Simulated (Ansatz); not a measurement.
# CH7AsN2: the cost of one run

Program: Ansatz 0.2.0. Level of theory: RKS BHLYP/def2-SVP. These are calculated values, not measurements.

**1. Starting point**

Bond lengths: C1–N2 1.418 Å, N2–As3 1.900 Å, As3–N4 1.866 Å, C1–H5 1.133 Å, C1–H6 1.161 Å, C1–H7 1.106 Å, N2–H8 1.002 Å, As3–H9 1.502 Å, N4–H10 1.006 Å, N4–H11 1.031 Å. Angles (14 of 15 angles, heavy atoms first): C1–N2–As3 107.4°, N2–As3–N4 94.0°, C1–N2–H8 109.5°, As3–N2–H8 106.1°, N2–C1–H5 109.9°, N2–C1–H6 111.7°, N2–C1–H7 114.9°, N2–As3–H9 93.0°, N4–As3–H9 95.6°, As3–N4–H10 110.4°, As3–N4–H11 111.2°, H5–C1–H6 102.5°, H5–C1–H7 108.5°, H6–C1–H7 108.6°.

As a file:

```xyz
11

C    -0.2013    1.6445    0.6680
N    -0.2867    0.2291    0.6735
As    0.8322   -0.4131   -0.7212
N     0.3812   -2.2021   -0.4388
H    -0.9209    2.0765    1.4287
H    -0.5896    2.0938   -0.3301
H     0.8072    2.0508    0.8688
H    -1.2187   -0.0505    0.4326
H    -0.2080   -0.1643   -1.7761
H     0.6727   -2.7642   -1.2199
H     0.7974   -2.5575    0.4352
```

**2. Relaxing end A**

File input.yaml:

```yaml
crystal:
  periodic: [false, false, false]
  atoms:
    - { symbol: C, position_ang: [-0.2013, 1.6445, 0.668] }
    - { symbol: "N", position_ang: [-0.2867, 0.2291, 0.6735] }
    - { symbol: As, position_ang: [0.8322, -0.4131, -0.7212] }
    - { symbol: "N", position_ang: [0.3812, -2.2021, -0.4388] }
    - { symbol: H, position_ang: [-0.9209, 2.0765, 1.4287] }
    - { symbol: H, position_ang: [-0.5896, 2.0938, -0.3301] }
    - { symbol: H, position_ang: [0.8072, 2.0508, 0.8688] }
    - { symbol: H, position_ang: [-1.2187, -0.0505, 0.4326] }
    - { symbol: H, position_ang: [-0.208, -0.1643, -1.7761] }
    - { symbol: H, position_ang: [0.6727, -2.7642, -1.2199] }
    - { symbol: H, position_ang: [0.7974, -2.5575, 0.4352] }
basis:
  gaussian: { orbitals: def2-SVP }
hamiltonian:
  xc: { name: BHLYP }
relax:
  f_tol: 0.015
  max_steps: 40
```

Launch:

```bash
$ ansatz run input.yaml --threads 2 --pin off --max-ram 3072MiB --backend cpu --events-out ev --progress --plain --runs-dir out
```

**Question.** How long does this run take on 2 threads of Intel Xeon Platinum 8375C at 2.90GHz (Ice Lake), shared host, and how much memory does it need?

About 30 s, with a peak of 0.31 GiB.
